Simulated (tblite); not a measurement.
# C5H14AsGa: the cost of one run

Programs: tblite 0.8.0 and PySCF 2.14.0, with density-fitted response routines of our own. Each step states its level of theory. These are calculated values for one molecule in the gas phase, unless marked as measured. Atoms are numbered from 0 throughout.

## 1. Starting geometry

21 atoms, charge 0, multiplicity 1; geometry from: force field or distance geometry start.

Bonds of the start (Å): C0–As1 1.98, As1–Ga2 2.44, Ga2–C3 1.94, C3–C4 1.49, C3–C5 1.49, C3–C6 1.52, C0–H7 1.12, C0–H8 1.10, C0–H9 1.10, As1–H10 1.57, Ga2–H11 1.68, C4–H12 1.12, C4–H13 1.11, C4–H14 1.12, C5–H15 1.11, C5–H16 1.11, C5–H17 1.10, C6–H18 1.12, C6–H19 1.09, C6–H20 1.11.

## 2. Geometry optimisation with GFN2-xTB

What the job is given:

```
{"job": {"kind": "relax", "xc": "GFN2-xTB", "basis": "xTB"}, "charge": 0, "multiplicity": 1}
C      3.552600     0.359900    -0.438700
As     2.703100    -1.425600    -0.503300
Ga     0.333300    -1.134900     0.006800
C     -1.246500    -0.004400    -0.007700
C     -0.754100     1.399200     0.139900
C     -2.051800    -0.274000    -1.237400
C     -2.154200    -0.289900     1.180800
H      2.773100     1.144200    -0.263900
H      4.075400     0.475300    -1.399100
H      4.321400     0.395000     0.353500
H      3.545800    -2.332200     0.469000
H      0.536900    -1.215300     1.671800
H     -1.053800     1.812500     1.133000
H     -1.070500     2.064200    -0.687100
H      0.362300     1.373800     0.136300
H     -2.436400    -1.315700    -1.147100
H     -2.963000     0.365600    -1.279400
H     -1.480500    -0.156700    -2.170500
H     -1.641800    -1.092400     1.767600
H     -3.113200    -0.702500     0.861500
H     -2.247100     0.570700     1.877400
```

On the command line:

```console
$ OMP_NUM_THREADS=1 python probes_run.py task.json out
```

One launch serves the whole session: the jobs run in the order shown.

Q: Estimate the wall time and peak memory of this first job on 1 thread of Arm Neoverse N1, shared host.

About 3.5 s, with a peak of 0.18 GiB.
